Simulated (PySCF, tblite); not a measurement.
# C₄H₇NOSi: geometry, infrared bands and NMR shifts

Aim: predict the infrared bands and NMR shifts of C₄H₇NOSi (`C=C([SiH3])/C=N/C=O`).

The runs use tblite 0.8.0 and PySCF 2.14.0, with density-fitted response routines of our own; the level of theory stands in each step. All values are computed, except where a source is named. Atoms count from 0, in the outputs and in this text.

## (1) Starting geometry

14 atoms, charge 0, multiplicity 1; geometry from: force field or distance geometry start.

Bonds of the start (Å): C0–C1 1.35, C1–Si2 1.82, C1–C3 1.50, C3–N4 1.31, N4–C5 1.37, C5–O6 1.23, C0–H7 1.08, C0–H8 1.09, Si2–H9 1.48, Si2–H10 1.48, Si2–H11 1.50, C3–H12 1.09, C5–H13 1.11.

## (2) Optimising the geometry with GFN2-xTB

What the job is given:

```
{"job": {"kind": "relax", "xc": "GFN2-xTB", "basis": "xTB"}, "charge": 0, "multiplicity": 1}
C     -1.227300    -1.159600     0.989100
C     -0.779600    -0.157400     0.203000
Si    -1.821700     0.969000    -0.772300
C      0.697400     0.073000     0.114700
N      1.566400    -0.652100     0.767500
C      2.880100    -0.315500     0.570100
O      3.314600     0.594500    -0.138400
H     -0.558500    -1.794800     1.559000
H     -2.292000    -1.371000     1.094000
H     -1.493500     0.857300    -2.210900
H     -1.612800     2.373700    -0.346900
H     -3.270900     0.633300    -0.593900
H      1.003900     0.902100    -0.524200
H      3.593100    -0.953100     1.132600
```

Started as:

```console
$ OMP_NUM_THREADS=1 python probes_run.py task.json out
```

One launch serves the whole session: the jobs run in the order shown.

**Question.** This job is followed by: GFN2-xTB harmonic vibrations, gas phase; GIAO PBE0/pcSseg-1 NMR shielding, non-relativistic, gas phase. What will the session give for the following? strongest single infrared mode (GFN2-xTB); zero-point energy (GFN2-xTB); 13C shifts against TMS (PBE0/pcSseg-1); 1H shifts against TMS (PBE0/pcSseg-1, means over atoms taken as alike); 29Si shifts against TMS (PBE0/pcSseg-1); 15N shifts against NH3 (PBE0/pcSseg-1); 17O shifts against H2O (PBE0/pcSseg-1).

**Answer**, as computed:

| quantity | value |
| --- | --- |
| strongest single infrared mode (GFN2-xTB) | 1786 cm⁻¹, 639 km/mol |
| zero-point energy (GFN2-xTB) | 58.8 kcal/mol |
| 13C shifts against TMS (PBE0/pcSseg-1) | 166.2, 152.3, 148.9, 144.4 ppm |
| 1H shifts against TMS (PBE0/pcSseg-1, means over atoms taken as alike) | 9.37, 8.02, 7.41, 6.47, 4.34 ppm |
| 29Si shifts against TMS (PBE0/pcSseg-1) | -68.4 ppm |
| 15N shifts against NH3 (PBE0/pcSseg-1) | 393.9 ppm |
| 17O shifts against H2O (PBE0/pcSseg-1) | 496.0 ppm |

Over 116 steps the energy fell by 0.435 eV; of the close pairs, C1–Si2 changed most, 1.818 to 1.896 Å. All 36 modes are real, so the xTB geometry is a minimum. The strongest single mode, at 1786 cm⁻¹, is spread over several atoms, N4, C5, C3, O6 among them. Unscaled tight-binding wavenumbers are off by several per cent, some by more. Its intensities can rank the bands wrongly. C5 (amide carbonyl carbon) lies farthest downfield among carbon, at 166.2 ppm; it is a carbonyl in resonance with an O or N lone pair, the region of acids, esters and amides. At PBE0/pcSseg-1: The widest tensor belongs to O6: span 910 ppm, with a paramagnetic part of -556 ppm.
